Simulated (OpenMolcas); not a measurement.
# Dy²⁺ among point charges: CASSCF levels and susceptibility

Aim: the splitting of the states of Dy²⁺ in the field of 6 point charges, its lowest levels with spin-orbit coupling and its magnetic susceptibility.

The numbers are computed with OpenMolcas 26.06 (state-averaged CASSCF, spin-orbit coupling by RASSI with atomic mean-field integrals), except any that are marked as measured or tabulated.

## 1. What is computed

```
Species                           : Dy²⁺ (dysprosium, Z = 66, 64 electrons)
Basis                             : ANO-RCC-VDZP [7s6p4d2f1g], 68 functions
Scalar Hamiltonian                : DKH2, point nucleus
Inactive shells                   : 1s 2s 2p 3s 3p 3d 4s 4p 4d 5s 5p
Active space                      : 10 electrons in 7 orbitals (4f)
Some configurations of this space : 4f10
Orbitals                          : optimised for the highest spin of each parity, averaged over all roots
```

Outer shells as boxes (Hund's rule):

4f10
```
4f [↑↓][↑↓][↑↓][↑ ][↑ ][↑ ][↑ ]
```

The ion sits among 6 point charges of -1.5 e arranged as a tetragonal octahedron (D4h), 2.41 Å from the ion, with the axial distance 2.892 Å.

Each step is its own input file, run in one work folder so that later steps find the files of earlier ones. Labels, J, g values, rates, χT and fits are worked out afterwards by a script from the matrices that RASSI stores. The input lists half of the charges; inversion (Group=XYZ) makes the rest.

## 2. GATEWAY and SEWARD: basis and integrals

Input file a.inp:

```
&GATEWAY
Coord
1

Dy 0.0 0.0 0.0
Basis=ANO-RCC-VDZP
Group=XYZ
NoMove
AngMom=0.0 0.0 0.0
AMFI
XField
3 Angstrom 0
2.410000 0.000000 0.000000 -1.500000
0.000000 2.410000 0.000000 -1.500000
0.000000 0.000000 2.892000 -1.500000
&SEWARD
```

On the command line:

```sh
$ OMP_NUM_THREADS=1 MOLCAS_MEM=2252 MOLCAS_PROJECT=a pymolcas a.inp > a.log
```

## 3. CASSCF: quintets of even parity, 35 roots

Input file a.inp:

```
&RASSCF
FileOrb=start.orb
Symmetry=1
Spin=5
nActEl=10 0 0
Inactive=15 12
Ras2=0 7
CIRoot=35 35 1
SDav=35
CIMx=300
Iter=120 100
PrWF=0.3
OrbListing=Nothing
MaxOrb=0
>>> COPY $Project.JobIph JOB001
```

start.orb holds the contracted functions of the basis, ordered by shell, or the orbitals of the step before.

## 4. Reference wave functions, triplets of even parity, 162 roots

Input file a.inp:

```
&RASSCF
FileOrb=start.orb
Symmetry=1
Spin=3
nActEl=10 0 0
Inactive=15 12
Ras2=0 7
CIRoot=162 162 1
SDav=210
CIMx=300
Iter=120 100
PrWF=0.3
OrbListing=Nothing
MaxOrb=0
CIOnly
>>> COPY $Project.JobIph JOB002
```

## 5. CASSCF: singlets of even parity, 162 roots

Input file a.inp:

```
&RASSCF
FileOrb=start.orb
Symmetry=1
Spin=1
nActEl=10 0 0
Inactive=15 12
Ras2=0 7
CIRoot=162 162 1
SDav=196
CIMx=300
Iter=120 100
PrWF=0.3
OrbListing=Nothing
MaxOrb=0
CIOnly
>>> COPY $Project.JobIph JOB003
```

## 6. State interaction with spin-orbit coupling

Input file a.inp:

```
&RASSI
NrOfJobIphs=3 33 106 31
1 2 3 4 5 6 7 8 9 10 11 12 13 14 15 16 17 18 19 20 21 22 23 24 25 26 27
28 29 30 31 32 33
1 2 3 4 5 6 7 8 9 10 11 12 13 14 15 16 17 18 19 20 21 22 23 24 25 26 27
28 29 30 31 32 33 34 35 36 37 38 39 40 41 42 43 44 45 46 47 48 49 50 51
52 53 54 55 56 57 58 59 60 61 62 63 64 65 66 67 68 69 70 71 72 73 74 75
76 77 78 79 80 81 82 83 84 85 86 87 88 89 90 91 92 93 94 95 96 97 98 99
100 101 102 103 104 105 106
1 2 3 4 5 6 7 8 9 10 11 12 13 14 15 16 17 18 19 20 21 22 23 24 25 26 27
28 29 30 31
IphNames
JOB001
JOB002
JOB003
EJob
SpinOrbit
DIPRint=1.0
SOCoupling=1000.0
Subsets=2
Property=9
'ANGMOM' 1 'ANGMOM' 2 'ANGMOM' 3 'MLTPL  1' 1 'MLTPL  1' 2 'MLTPL  1' 3
'AMFI' 1 'AMFI' 2 'AMFI' 3
SOProperty=3
'ANGMOM' 1 'ANGMOM' 2 'ANGMOM' 3
```

What does the calculation give? Wanted: spin-free ground state; first state of the same spin within the active space; lowest level; next level.

**Answer**, as computed:

| quantity | value |
| --- | --- |
| method | CASSCF |
| spin-free ground state | 5A1, 1-fold in its orbital part |
| first state of the same spin within the active space | 5E at 18.9 cm⁻¹ |
| lowest level | 1-fold A1 |
| next level | 6.1 cm⁻¹ |
| χT at 300 K | 13.87 cm³ K/mol |
| effective moment at 300 K | 10.53 μB |

**Reading.** The spin-free ground state (5A1) comes to 100 % from free-ion I terms and keeps the highest spin of the shell. The triplets, singlets rest on orbitals optimised for another spin in at least one step, which raises them against the optimised states. Not all states of the active space went into the spin-orbit step. High states of lower spin are left out of the spin-orbit mixing, and CASSCF puts spin-flip levels too high. This is an electrostatic model: the charges have no orbitals.
